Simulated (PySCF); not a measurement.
# C5H8Si: the cost of one run

Computed with PySCF 2.14.0, with density-fitted response routines of our own, on a single molecule in the gas phase. Atoms count from 0, in the outputs and in this text.

### Step 1. The molecule as given

14 atoms, charge 0, multiplicity 1; geometry from: GFN2-xTB. The atoms were then displaced at random by about 0.01 Å, so the start is not that level's minimum.

Bonds of the start (Å): C0–C1 1.52, C1–C2 1.35, C2–C3 1.40, C3–C4 1.34, C4–Si5 1.89, Si5–C1 1.90, C0–H6 1.10, C0–H7 1.11, C0–H8 1.06, C2–H9 1.09, C3–H10 1.12, C4–H11 1.07, Si5–H12 1.47, Si5–H13 1.47.

### Step 2. Relaxing the molecule at PBE0-D3(BJ)/def2-SVP

The job: settings as JSON, then the geometry in Å.

```
{"job": {"xc": "PBE0", "basis": "def2-SVP", "d3": "d3bj", "grid": 1, "shake": 0.01, "kind": "geom"}, "charge": 0, "multiplicity": 1}
C      2.102170    -0.291240     0.064470
C      0.592390    -0.148610     0.025670
C     -0.273780    -1.167240     0.193300
C     -1.638530    -0.845280     0.132470
C     -1.990260     0.426770    -0.102490
Si    -0.409040     1.445230    -0.261300
H      2.504980     0.368620     0.842900
H      2.523740     0.070480    -0.891750
H      2.391940    -1.287770     0.263610
H      0.056800    -2.187060     0.394120
H     -2.408330    -1.639630     0.279030
H     -3.000980     0.775980    -0.152800
H     -0.226850     2.025160    -1.599400
H     -0.231420     2.439510     0.804420
```

The run is started by

```console
$ OMP_NUM_THREADS=1 python probes_run.py task.json out
```

This one command runs all jobs of the session in turn.

Q: Estimate the wall time and peak memory of this first job on 1 thread of Arm Neoverse N1, shared host.

About 75 s, with a peak of 0.5 GiB.
